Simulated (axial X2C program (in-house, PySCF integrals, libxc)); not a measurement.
# All-electron X2C curves of RuSi, part 2 of 2

Computed with an in-house X2C program for linear molecules on PySCF integrals; all-electron X2C, Ru dyall-cv3z, Si dyall-v3z.

## Step 9: PBE0, 2c

State followed: Ω = 3 (excess of +ω over −ω: ω = 1/2, ω = 5/2). The scan is laid around 2.098 Å, a first estimate of the minimum, and this SCF restarts from the orbitals of the search.

The SCF at the reference distance of 2.098 Å:

```text
two-component X2C + atomic mean field  PBE0
basis functions 196  fitting functions 970  grid points 5077
iter        total energy     max residual
   1      -4818.179094703     9.87e-06
   2      -4818.179094711     1.68e-05
   3      -4818.179094714     1.18e-05
   4      -4818.179094723     3.93e-06
   5      -4818.179094727     3.10e-06
   6      -4818.179094729     5.74e-07
converged
one-electron -6954.73665444  Coulomb 2138.71018354  exact exchange -38.16246362  xc functional -117.08807307  nuclear repulsion 155.37328976  atomic mean-field constant -2.27537690
```

Along the bond, energies from the lowest point:

| R (Å) | E (eV) | μ (D) | HOMO (eV) | LUMO (eV) | iterations |
| --- | --- | --- | --- | --- | --- |
| 1.825 | 1.0475 | -0.87 | -5.00 | -2.45 | 16 |
| 1.909 | 0.4126 | -1.04 | -5.08 | -2.48 | 17 |
| 1.972 | 0.1516 | -1.14 | -5.13 | -2.49 | 17 |
| 2.035 | 0.0258 | -1.23 | -5.18 | -2.49 | 17 |
| 2.098 | 0.0000 | -1.31 | -5.23 | -2.49 | 6 |
| 2.171 | 0.0576 | -1.40 | -5.29 | -2.49 | 18 |
| 2.245 | 0.1787 | -1.48 | -5.34 | -2.49 | 18 |
| 2.339 | 0.3920 | -1.58 | -5.39 | -2.49 | 19 |
| 2.455 | 0.7031 | -1.66 | -5.45 | -2.51 | 18 |
| 2.623 | 1.1928 | -1.70 | -5.50 | -2.74 | 21 |

Dipoles are positive if Si is the positive end.

Outer spinors at the reference distance:

| ω | occupied | ε (eV) | atomic character | λ mixture |
| --- | --- | --- | --- | --- |
| -1/2 | yes | -12.27 | 59% Si s, 16% Ru d, 12% Ru p | 100% σ |
| 1/2 | yes | -11.90 | 57% Si s, 19% Ru d, 12% Ru s | 100% σ |
| -1/2 | yes | -7.41 | 84% Ru d, 12% Si p, 2% Si d | 99% π, 1% σ |
| 1/2 | yes | -7.33 | 68% Ru d, 16% Si p, 9% Si s | 98% σ, 2% π |
| 3/2 | yes | -7.29 | 84% Ru d, 12% Si p, 2% Si d | 99% π, 1% δ |
| -3/2 | yes | -7.02 | 99% Ru d | 98% δ, 2% π |
| 5/2 | yes | -6.75 | 99% Ru d | 100% δ |
| 1/2 | yes | -6.47 | 64% Ru d, 29% Si p, 2% Ru p | 98% π, 2% σ |
| -1/2 | yes | -6.29 | 45% Ru d, 40% Si p, 8% Si s | 99% σ, 1% π |
| -3/2 | yes | -6.26 | 61% Ru d, 32% Si p, 3% Ru p | 98% π, 2% δ |
| 3/2 | yes | -5.43 | 98% Ru d | 99% δ, 1% π |
| 1/2 | yes | -5.23 | 44% Si p, 44% Ru s, 7% Ru d | 100% σ |
| -1/2 | no | -2.49 | 43% Ru s, 27% Ru d, 26% Si p | 98% σ, 2% π |
| -1/2 | no | -2.19 | 51% Si p, 32% Ru p, 12% Ru d | 98% π, 2% σ |
| 3/2 | no | -2.13 | 52% Si p, 31% Ru p, 13% Ru d | 100% π |
| 1/2 | no | -1.97 | 44% Si p, 31% Ru d, 19% Ru p | 100% π |

PBE0 fields in the half plane through the axis: z from -2.4 to 4.2 Å across, distance from the axis 0.15 to 2.25 Å upwards; Ru lies at z = 0 and Si at z = 2.098 Å; the ELF is damped to zero where the density is low.

log10 density (e/bohr³). Ten even steps from '0' (-4.23 ) to '9' (1.72 ):
```
00011122222222222111100
00112222222222222222110
01122233333333333322211
11223334444444443333221
11223445554444444443322
12234456665555555444332
12234567776555565544332
12334567976555787554432
```

ELF. Ten even steps from '0' (0.00 ) to '9' (0.98 ):
```
00000111111111111110000
00001111122233223333200
00011112222345445666531
00011112222466667888864
00011123322467668999986
00111235653476213899998
00111367575462151299999
00112471617450858089999
```

Re = 2.086 Å, ωe = 484 cm⁻¹, ωexe = 2.53 cm⁻¹, Be = 0.1764 cm⁻¹, De = 3.54 eV, μ = -1.29 D.

## Step 10: HF, 2c

The SCF at the reference distance of 2.098 Å:

```text
two-component X2C + atomic mean field  HF
basis functions 196  fitting functions 970  grid points 5077
iter        total energy     max residual
   1      -4815.578412516     2.78e-01
   2      -4815.608843670     1.06e-02
   3      -4815.614820920     1.53e-02
   4      -4815.618191048     1.14e-02
   5      -4815.622567739     1.02e-02
   6      -4815.631387768     7.07e-03
   7      -4815.637614787     3.88e-03
   8      -4815.638362802     4.03e-03
   9      -4815.640324437     3.17e-03
  10      -4815.641734893     2.30e-03
  11      -4815.642625278     1.75e-03
  12      -4815.643690828     1.43e-03
  13      -4815.643695675     1.19e-03
  14      -4815.643833073     1.15e-03
  15      -4815.644333421     8.98e-04
  16      -4815.644495113     7.71e-04
  17      -4815.644667303     3.89e-04
  18      -4815.644668693     3.61e-04
  19      -4815.644680494     1.47e-04
  20      -4815.644685592     5.28e-05
  21      -4815.644686241     3.55e-05
  22      -4815.644686441     2.37e-05
  23      -4815.644686587     2.59e-05
  24      -4815.644686626     2.59e-05
  25      -4815.644686873     3.68e-05
  26      -4815.644687011     3.57e-05
  27      -4815.644687086     2.44e-05
  28      -4815.644687124     1.93e-05
  29      -4815.644687146     1.90e-05
  30      -4815.644687164     1.58e-05
  31      -4815.644687176     1.42e-05
  32      -4815.644687182     6.76e-06
  33      -4815.644687183     2.98e-06
converged
one-electron -6950.79017291  Coulomb 2134.90194821  exact exchange -152.85437535  xc functional 0.00000000  nuclear repulsion 155.37328976  atomic mean-field constant -2.27537690
```

No constants are quoted: the solution changes its character somewhere along the scan, so the fit is set aside.

## Step 11: TPSS, 2c

Output at 2.098 Å:

```text
two-component X2C + atomic mean field  TPSS
basis functions 196  fitting functions 970  grid points 5077
iter        total energy     max residual
   1      -4818.484861980     9.13e-02
   2      -4818.482153380     1.98e-02
   3      -4818.278959366     1.10e-01
   4      -4818.486923655     8.78e-03
   5      -4818.488168952     1.96e-03
   6      -4818.488237124     1.01e-03
   7      -4818.488257576     9.62e-04
   8      -4818.488273835     1.74e-04
   9      -4818.488281254     2.54e-04
  10      -4818.488282319     4.96e-06
  11      -4818.488282321     4.23e-06
converged
one-electron -6954.11247600  Coulomb 2138.05336544  exact exchange 0.00000000  xc functional -155.52708462  nuclear repulsion 155.37328976  atomic mean-field constant -2.27537690
```

Re = 2.102 Å, ωe = 504 cm⁻¹, ωexe = 1.97 cm⁻¹, Be = 0.1738 cm⁻¹, De = 4.21 eV, μ = -1.28 D.

## Step 12: Correlated methods, 2c

Correlated methods: 12 electrons correlated (frozen shells, counted by type: Ru 4 s, 3 p, 1 d; Si 2 s, 1 p), 262 virtual spinors in MP2, 110 natural virtuals in coupled cluster.

Output of the correlated part at 2.098 Å:

```text
correlated 12  virtual 262  natural virtual 110  E(MP2) -0.327944971  MP2 remainder -0.012468542
iter   CCSD correlation   residual
   1     -0.307617144   2.19e-01
   2     -0.324548497   1.31e-01
   3     -0.340186137   9.12e-02
   4     -0.348332445   5.41e-02
   5     -0.354360127   3.18e-02
   6     -0.355239103   1.41e-02
   7     -0.355987450   7.51e-03
   8     -0.356037253   3.81e-03
   9     -0.356094472   1.96e-03
  10     -0.356157702   7.67e-04
  11     -0.356143789   4.00e-04
  12     -0.356152036   2.46e-04
  13     -0.356146313   1.73e-04
  14     -0.356142516   1.17e-04
  15     -0.356141374   6.94e-05
  16     -0.356140745   3.56e-05
  17     -0.356140749   1.86e-05
(T) -0.025362957  T1 0.1666  D1 0.2755  max T2 0.067
```

MP2: No constants are quoted: the reference changes its character somewhere along the scan, so the fit is set aside.

CCSD: No constants are quoted: the reference changes its character somewhere along the scan, so the fit is set aside.

CCSD(T): No constants are quoted: the reference changes its character somewhere along the scan, so the fit is set aside.

## Step 13: A higher determinant, 2c

State: Ω = 1 (excess of +ω over −ω: ω = -1/2, ω = 3/2).

Output at the reference distance:

```text
two-component X2C + atomic mean field  PBE0
basis functions 196  fitting functions 970  grid points 5077
iter        total energy     max residual
   1      -4818.170732077     7.60e-06
   2      -4818.170732081     1.37e-05
   3      -4818.170732083     7.20e-06
   4      -4818.170732085     3.02e-06
   5      -4818.170732086     2.13e-06
converged
one-electron -6954.66201016  Coulomb 2138.64161835  exact exchange -38.16200091  xc functional -117.08625223  nuclear repulsion 155.37328976  atomic mean-field constant -2.27537690
```

| R (Å) | E above the lowest PBE0 point (eV) |
| --- | --- |
| 1.825 | 1.272 |
| 1.909 | 0.639 |
| 1.972 | 0.378 |
| 2.035 | 0.253 |
| 2.098 | 0.228 |
| 2.171 | 0.285 |
| 2.245 | 0.407 |
| 2.339 | 0.622 |
| 2.455 | 0.935 |

Re = 2.086 Å, ωe = 485 cm⁻¹, ωexe = 2.47 cm⁻¹, Be = 0.1765 cm⁻¹, μ = -1.27 D. Te = 0.23 eV.

## Step 14: The 2c curves together

Energy (eV) of the followed determinant, 2c, from each level's lowest point:

| R (Å) | PBE0 | HF (jumps) | MP2 (its reference jumps) | CCSD (its reference jumps) | CCSD(T) (its reference jumps) | TPSS |
| --- | --- | --- | --- | --- | --- | --- |
| 1.825 | 1.048 | 2.343 | 0.597 | n/a | n/a | 1.214 |
| 1.909 | 0.413 | 1.542 | 0.250 | 0.462 | 0.462 | 0.514 |
| 1.972 | 0.152 | 1.122 | 0.140 | 0.201 | 0.199 | 0.211 |
| 2.035 | 0.026 | 0.931 | 0.000 | 0.030 | 0.027 | 0.050 |
| 2.098 | 0.000 | 0.631 | 0.120 | 0.000 | 0.000 | 0.000 |
| 2.171 | 0.058 | 0.374 | 0.260 | 0.056 | 0.063 | 0.044 |
| 2.245 | 0.179 | 0.197 | 0.418 | 0.175 | 0.189 | 0.168 |
| 2.339 | 0.392 | 0.061 | 0.637 | 0.389 | 0.414 | 0.402 |
| 2.455 | 0.703 | 0.000 | 0.916 | n/a | n/a | 0.748 |
| 2.623 | 1.193 | 0.050 | 1.325 | n/a | n/a | 1.284 |

The whole job took 10 min on 1 thread of Arm Neoverse N1, shared host; peak memory 1.1 GiB.

## Step 15: Results

This closing draws on all 2 parts.

Lowest determinant that the search found at its distance, spin-free: M_S = 1, Λ = 2 (beyond closed shells: σα, δ+α, δ+β, δ-α).

Lowest determinant that the search found at its distance, 2c: Ω = 3 (excess of +ω over −ω: ω = 1/2, ω = 5/2).

```csv
Hamiltonian,level,Re (Å),ωe (cm⁻¹),De (eV),μ (D)
spin-free,PBE0,2.086,485,3.54,-1.28
spin-free,TPSS,2.101,505,4.11,-1.26
2c,PBE0,2.086,484,3.54,-1.29
2c,TPSS,2.102,504,4.21,-1.28
```

Dipoles are positive if Si is the positive end. No constants: spin-free HF (the solution changes its character somewhere along the scan, so the fit is set aside); spin-free MP2 (the reference changes its character somewhere along the scan, so the fit is set aside); spin-free CCSD (the reference changes its character somewhere along the scan, so the fit is set aside); spin-free CCSD(T) (the reference changes its character somewhere along the scan, so the fit is set aside); 2c HF (the solution changes its character somewhere along the scan, so the fit is set aside); 2c MP2 (the reference changes its character somewhere along the scan, so the fit is set aside); 2c CCSD (the reference changes its character somewhere along the scan, so the fit is set aside); 2c CCSD(T) (the reference changes its character somewhere along the scan, so the fit is set aside).

Time per point (s) on 1 thread of Arm Neoverse N1, shared host (2c runs); the times are rough: PBE0 2, TPSS 1.9.

**Reading.** At PBE0, going from spin-free to two-component changes Re by +1 mÅ, ωe by -0.2 %; the spin-free picture holds up (part of it comes from the scalar share of the two-electron terms). De moves by 0.00 eV; both De rest on single-determinant atoms, which can miss part of an open shell's spin–orbit lowering.

De refers to Ru + Si, each in the lowest determinant found, which need not be this curve's own limit. The state is a single determinant with fixed occupations, the lowest that a limited PBE0 search found. De is counted from the lowest determinant-based energies of the atoms at the same level, without counterpoise correction. Density functionals use the spin component along the axis (collinear). The meta-GGAs lack a current-density term, which matters for open shells with orbital currents, atoms included. With several unpaired electrons one determinant need not be a pure state. The spin-free determinant is spin-contaminated at some levels.
